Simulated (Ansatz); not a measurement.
# CH₃O₂Si+ (SMILES O=[C+]O[SiH3]): single points off equilibrium

One table from this session's results is given with a row withheld; the runs are named, their logs left out.

Computed with Ansatz 0.2.0, Gaussian basis. Level: single points in def2-TZVPP.

Cores are frozen in the correlated methods.

1 further run of the same task is left out (it didn't finish).

### The system as given

SMILES `O=[C+]O[SiH3]`, 7 atoms, charge 1, spin multiplicity 1.

Atoms are counted from 1 here; the program's logs count them from 0.

Bond lengths: O1–C2 1.112 Å, C2–O3 1.174 Å, O3–Si4 1.927 Å, Si4–H5 1.497 Å, Si4–H6 1.513 Å, Si4–H7 1.512 Å. Angles: O1–C2–O3 169.5°, C2–O3–Si4 167.0°, O3–Si4–H5 98.9°, O3–Si4–H6 99.4°, O3–Si4–H7 93.7°, H5–Si4–H6 121.7°, H5–Si4–H7 106.2°, H6–Si4–H7 127.1°.

Coordinates:

```xyz
7

O     1.0539   -2.3272    1.4593
C     0.7709   -1.4422    0.8480
O     0.3893   -0.4328    0.3856
Si   -0.4948    0.9612   -0.6080
H     0.7130    1.6667   -1.1413
H    -1.3385    1.5561    0.4979
H    -0.9536    0.0239   -1.7023
```

The first run:

File run/in.yaml:

```yaml
crystal:
  periodic: [false, false, false]
  atoms:
    - {symbol: O, position_ang: [1.053937, -2.327198, 1.459335]}
    - {symbol: C, position_ang: [0.770864, -1.442179, 0.847995]}
    - {symbol: O, position_ang: [0.389343, -0.432833, 0.385589]}
    - {symbol: Si, position_ang: [-0.494830, 0.961195, -0.608033]}
    - {symbol: H, position_ang: [0.713002, 1.666718, -1.141281]}
    - {symbol: H, position_ang: [-1.338513, 1.556080, 0.497906]}
    - {symbol: H, position_ang: [-0.953552, 0.023900, -1.702277]}
basis:
  gaussian: {orbitals: def2-TZVPP}
total_charge: 1
hamiltonian: {xc: pbe, dispersion: d4}
output: {forces: true}
```

The run is started by

```console
> ansatz run in.yaml --threads 2 --pin off --events-out ev --progress --plain --max-ram 3481MiB
```

Steps of the session up to this table: PBE-D4/def2-TZVPP; r2SCAN-D4/def2-TZVPP; PBE0-D4/def2-TZVPP; wB97M-V/def2-TZVPP; CCSD(T)/def2-TZVPP.

One table of the session follows, with a row left open; its other results are not shown here.

| method | RMS force component (eV/Å) | angle to CCSD(T) forces (°) |
| --- | --- | --- |
| PBE-D4 | 1.336 | 8.8 |
| r2SCAN-D4 | 1.099 | 5.1 |
| PBE0-D4 | ? | ? |
| wB97M-V | 0.962 | 9.0 |
| CCSD(T) | 1.190 | reference |

Estimate the missing values for PBE0-D4.

The run gave: RMS force component (eV/Å): 0.951; angle to CCSD(T) forces (°): 9.9. In the column «RMS force component (eV/Å)» it is the lowest.
